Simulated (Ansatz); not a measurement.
# AlBrFH3: the cost of one run

Program: Ansatz 0.2.0. Level of theory: RKS PBE0/def2-SVP. These are calculated values, not measurements.

**1. The starting structure**

Bond lengths: Al1–F2 2.040 Å, Al1–H3 1.560 Å, Al1–H4 1.560 Å, Al1–Br5 2.710 Å, Br5–H6 1.786 Å. Angles: F2–Al1–H3 120.0°, F2–Al1–H4 120.0°, F2–Al1–Br5 71.6°, H3–Al1–H4 120.0°, H3–Al1–Br5 97.0°, H4–Al1–Br5 101.2°, Al1–Br5–H6 57.6°.

Coordinates:

```xyz
6

Al    0.0000    0.0000    0.0000
F     0.0000    0.0000    2.0400
H     1.3510    0.0000   -0.7800
H    -1.3510    0.0000   -0.7800
Br    0.1133   -2.5693    0.8545
H     0.0524   -1.1881    1.9844
```

**2. Pulling towards end A**

Springs on the bonds that form and break draw the guess towards this end; the thresholds are loose.

input.yaml reads:

```yaml
crystal:
  periodic: [false, false, false]
  atoms:
    - { symbol: Al, position_ang: [0.0, 0.0, 0.0] }
    - { symbol: F, position_ang: [0.0, 0.0, 2.04] }
    - { symbol: H, position_ang: [1.351, 0.0, -0.78] }
    - { symbol: H, position_ang: [-1.351, 0.0, -0.78] }
    - { symbol: Br, position_ang: [0.1133, -2.5693, 0.8545] }
    - { symbol: H, position_ang: [0.0524, -1.1881, 1.9844] }
basis:
  gaussian: { orbitals: def2-SVP }
hamiltonian:
  xc: pbe0
relax:
  f_tol: 0.15
  max_steps: 25
  restrain:
    - { distance: [0, 4], at: 3.61, k: 30.0 }
    - { distance: [5, 1], at: 2.12, k: 30.0 }
    - { distance: [0, 1], at: 1.69, k: 30.0 }
    - { distance: [5, 4], at: 1.55, k: 30.0 }
```

On the command line:

```bash
> ansatz run input.yaml --threads 1 --pin off --max-ram 2048MiB --backend cpu --events-out ev --progress --plain --runs-dir out
```

What time and memory should one allow on 1 thread of Arm Neoverse V2, shared host?

About 19 s, with a peak of 0.18 GiB.
